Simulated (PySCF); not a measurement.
# C₃H₅FO₃S: circular dichroism and optical rotation

Wanted: circular dichroism and optical rotation for C₃H₅FO₃S (`C[C@H]1O[S@@](=O)O[C@@H]1F`).

Computed with PySCF 2.14.0 and routines of our own; the level stands in each step. Atoms count from 0.

## 1. The system as given

13 atoms, charge 0, multiplicity 1; geometry from: GFN2-xTB.

## 2. Circular dichroism and optical rotation: TDDFT B3LYP/def2-SVPD

What the job is given:

```
{"job": {"kind": "ecd", "xc": "B3LYP", "basis": "def2-SVPD", "nstates": 16}, "charge": 0, "multiplicity": 1}
C     -1.358690    -0.671308    -0.336805
C     -0.446245     0.189267     0.528739
O      0.476659    -0.606045     1.227752
S      2.043344    -0.559580     0.648920
O      2.389162    -1.814690     0.074438
O      1.563409     0.465834    -0.637370
C      0.424197     1.128857    -0.330608
F      0.726663     2.255862     0.417051
H     -2.115318    -0.056403    -0.815923
H     -0.770666    -1.182483    -1.096166
H     -1.844475    -1.417192     0.286263
H     -1.020518     0.776662     1.254402
H     -0.071911     1.491705    -1.238423
```

Level: TDDFT B3LYP/def2-SVPD circular dichroism and optical rotation, one conformer, gas phase.

Launch:

```
OMP_NUM_THREADS=1 python excited_run.py task.json out
```

This one command runs all jobs of the session in turn.

Standard output:

```text
coarse grid: 12328 points
cycle   1  E = -840.1787308394  dE =  1.672e+00  |g| = 1.196e+00  |ddm| = 5.461e+00
cycle   2  E = -839.3254462179  dE =  8.533e-01  |g| = 2.394e+00  |ddm| = 3.745e+00
cycle   3  E = -840.4040152171  dE = -1.079e+00  |g| = 4.719e-01  |ddm| = 2.573e+00
cycle   4  E = -840.4457302527  dE = -4.172e-02  |g| = 1.266e-01  |ddm| = 5.371e-01
cycle   5  E = -840.4483708053  dE = -2.641e-03  |g| = 4.068e-02  |ddm| = 1.701e-01
cycle   6  E = -840.4486919773  dE = -3.212e-04  |g| = 1.210e-02  |ddm| = 5.778e-02
cycle   7  E = -840.4487166475  dE = -2.467e-05  |g| = 3.173e-03  |ddm| = 1.492e-02
cycle   8  E = -840.4487184885  dE = -1.841e-06  |g| = 9.905e-04  |ddm| = 4.449e-03
final grid: 117464 points
cycle   9  E = -840.5719319668  dE = -3.317e-05  |g| = 7.182e-03  |ddm| = 9.440e-02
cycle  10  E = -840.5719194160  dE =  1.255e-05  |g| = 1.095e-02  |ddm| = 1.921e-02
cycle  11  E = -840.5719419473  dE = -2.253e-05  |g| = 1.266e-03  |ddm| = 1.137e-02
cycle  12  E = -840.5719422322  dE = -2.849e-07  |g| = 4.364e-04  |ddm| = 1.495e-03
cycle  13  E = -840.5719422639  dE = -3.176e-08  |g| = 1.552e-04  |ddm| = 5.276e-04
cycle  14  E = -840.5719422688  dE = -4.856e-09  |g| = 2.567e-05  |ddm| = 1.828e-04
cycle  15  E = -840.5719422689  dE = -1.080e-10  |g| = 1.612e-05  |ddm| = 5.537e-05
converged SCF energy = -840.5719422689

Singlet excitations and rotatory strengths (1e-40 esu^2 cm^2)
state   eV       nm     f(len)   f(vel)    R(len)    R(vel)   main configurations
  1   5.7788   214.6  0.02344  0.02834    28.648    29.593   H->L 0.95
  2   6.5337   189.8  0.00241  0.00258    -0.225     0.492   H-1->L 0.95
  3   7.2341   171.4  0.00712  0.00670     9.307     9.149   H-2->L 0.83
  4   7.3724   168.2  0.03761  0.04165    -3.292    -4.893   H->L+1 0.37, H->L+2 0.34, H-4->L 0.11
  5   7.6550   162.0  0.00461  0.00398    -5.029    -4.866   H->L+1 0.52, H->L+2 0.43
  6   7.7626   159.7  0.00309  0.00318    -6.774    -6.253   H-3->L 0.69, H-4->L 0.20
  7   7.9565   155.8  0.02543  0.02906   -20.257   -22.471   H->L+3 0.51, H->L+5 0.12, H-4->L 0.11
  8   8.0031   154.9  0.06703  0.06485    -7.929    -7.038   H->L+3 0.31, H-1->L+2 0.23, H-1->L+1 0.18
  9   8.1869   151.4  0.02535  0.02813   -10.981   -11.097   H->L+5 0.37, H-1->L+1 0.13, H-4->L 0.10
 10   8.3251   148.9  0.01999  0.01894    -4.762    -5.015   H->L+4 0.92
 11   8.3928   147.7  0.01625  0.01713    14.118    12.386   H->L+5 0.38, H-5->L 0.36, H-4->L 0.09
 12   8.4723   146.3  0.01418  0.01313   -16.198   -15.517   H-1->L+1 0.51, H-1->L+2 0.36
 13   8.5600   144.8  0.02231  0.02300    -7.974    -7.562   H-5->L 0.41, H-1->L+2 0.12
 14   8.7362   141.9  0.00225  0.00169     0.955     0.313   H-2->L+2 0.49, H-2->L+1 0.33
 15   8.8569   140.0  0.00646  0.00468     1.603     0.173   H->L+6 0.61, H-1->L+3 0.26
 16   8.9880   137.9  0.02003  0.02143    13.985    14.525   H-6->L 0.49, H-1->L+3 0.17, H->L+7 0.12

Specific rotation (deg / (dm g/mL))
    nm     length   length(OI)   velocity    alpha(len)  alpha(vel)
  633.0     161.83     162.32     156.93       67.319     67.479
  589.3     191.23     191.81     185.59       67.527     67.692
  546.0     229.60     230.28     223.05       67.789     67.959
  436.0     410.03     411.14     400.09       68.879     69.074
  405.0     505.55     506.85     494.33       69.379     69.586
  365.0     696.42     698.04     683.52       70.258     70.489
  355.0     763.50     765.21     750.25       70.535     70.774
```

Wall time 2.5 min (1 thread of Arm Neoverse V1, shared host); peak memory 0.93 GiB.

## 3. Results

| quantity | value |
| --- | --- |
| state of largest rotatory strength (velocity form) among 16 (step 2, TDDFT B3LYP/def2-SVPD) | 5.78 eV, R = +29.6 (velocity), +28.6 (length) ·10⁻⁴⁰ esu² cm² |
| specific rotation at 633.0 nm (step 2, TDDFT B3LYP/def2-SVPD) | 156.9 (velocity), 161.8 (length) |

In words: Rotations belong to one conformer.
